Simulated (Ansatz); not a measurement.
**SiGeH (doublet): the correlation ladder, cc-pVDZ**

One table from this session's results is given with a row withheld; the runs are named, their logs left out.

Program: Ansatz 0.2.0, Gaussian basis. Level of theory: cc-pVDZ, core rule «outside noble gas», up to 19 orbitals frozen. These are calculated values, not measurements.

The runs, in order: UHF; CCSD(T) on ROHF; CCSD(T) on UHF; BCCD(T) on ROHF; CISD; CCSDT(Q) on ROHF; CCSDT(Q) on UHF; CASSCF and MRCISD+Q, 9 electrons in 9 orbitals; CASSCF and NEVPT2, 9 electrons in 9 orbitals.

16 further runs of the same task are left out: 5 that didn't finish, 11 set aside as unsound or not needed.

## The geometry

The geometry is a PBE0/def2-TZVP stationary point (not a proven minimum). No spin-orbit coupling is included. The filled d shell of Ge may be among the frozen orbitals whatever the setting's name suggests; the logs give the count.

3 atoms, charge 0, spin multiplicity 2.

Atoms are counted from 1 here; the program's logs count them from 0.

Bond lengths: Si1–Ge2 2.296 Å, Si1–H3 1.673 Å, Ge2–H3 1.819 Å. Angles: Ge2–Si1–H3 51.7°, Si1–Ge2–H3 46.2°, Si1–H3–Ge2 82.1°.

As a file:

```
Si    0.0000   -0.0368    1.6490
Ge    0.0000   -0.0037   -0.6463
H     0.0000    1.2915    0.6314
```

Set-up of the first run:

File in.yaml:

```yaml
crystal:
  periodic: [false, false, false]
  atoms:
    - {symbol: Si, position_ang: [0.000000, -0.036792, 1.649022]}
    - {symbol: Ge, position_ang: [0.000000, -0.003695, -0.646339]}
    - {symbol: H, position_ang: [0.000000, 1.291472, 0.631435]}
basis:
  gaussian: {orbitals: cc-pVDZ}
magnetization: {spin_polarized: true, initial_magnetization: 1}
hamiltonian: {xc: hf}
output: {orbitals: {seedname: orbitals}}
```

The run is started by

```console
ansatz run in.yaml --threads 1 --pin off --events-out ev --progress --plain --max-ram 2393MiB
```

Steps of the session up to this table: UHF; CCSD(T) on ROHF; CCSD(T) on UHF; BCCD(T) on ROHF; CISD; CCSDT(Q) on ROHF; CCSDT(Q) on UHF; CASSCF and MRCISD+Q, 9 electrons in 9 orbitals; CASSCF and NEVPT2, 9 electrons in 9 orbitals.

One of the session's tables, all rows but one given; the rest of the session is left out.

| method | from UCCSDT(Q) (meV) |
| --- | --- |
| ROHF | +5303.7 |
| UHF | +5244.0 |
| RMP2 | +1141.4 |
| UMP2 | +1148.6 |
| CISD | +677.5 |
| RCCSD | +277.8 |
| UCCSD | +274.7 |
| RCCSD(T) | +54.9 |
| UCCSD(T) | +54.4 |
| BCCD(T) | ? |
| RCCSDT | +17.6 |
| UCCSDT | +16.6 |
| RCCSDT(Q) | +1.3 |
| UCCSDT(Q) | 0 |
| CASSCF valence | +3354.1 |
| NEVPT2 valence | +783.1 |
| MRCISD valence | +243.0 |
| MRCISD+Q valence | -5.3 |

Estimate the missing values for BCCD(T).

**Answer.** from UCCSDT(Q) (meV): +54.1. In the column «from UCCSDT(Q) (meV)» it lies between RCCSDT (+17.6) and UCCSD(T) (+54.4).

Among the levels timed on like hardware and quicker than the yardstick, those that no quicker one beats, quickest first: CISD (2.6 s, +677.5 meV); BCCD(T) (8.5 s, +54.1 meV); MRCISD+Q valence (10 s, -5.3 meV); RCCSDT(Q) (21 s, +1.3 meV).

With the free atoms at the same levels and basis (separate runs), the atomisation energy is 5.371 eV at UCCSDT(Q), 5.346 eV at RCCSD(T), 5.337 eV at UCCSD(T), 3.600 eV at ROHF.

Limits of these values: Of the multireference levels listed MRCISD+Q valence comes nearest in total energy (-5.3 meV), which doesn't show that its space is the better one. Restricted and unrestricted rows rest on different reference determinants; where their highest levels disagree by more than a few hundredths of an eV, they describe different states and don't form one ladder.
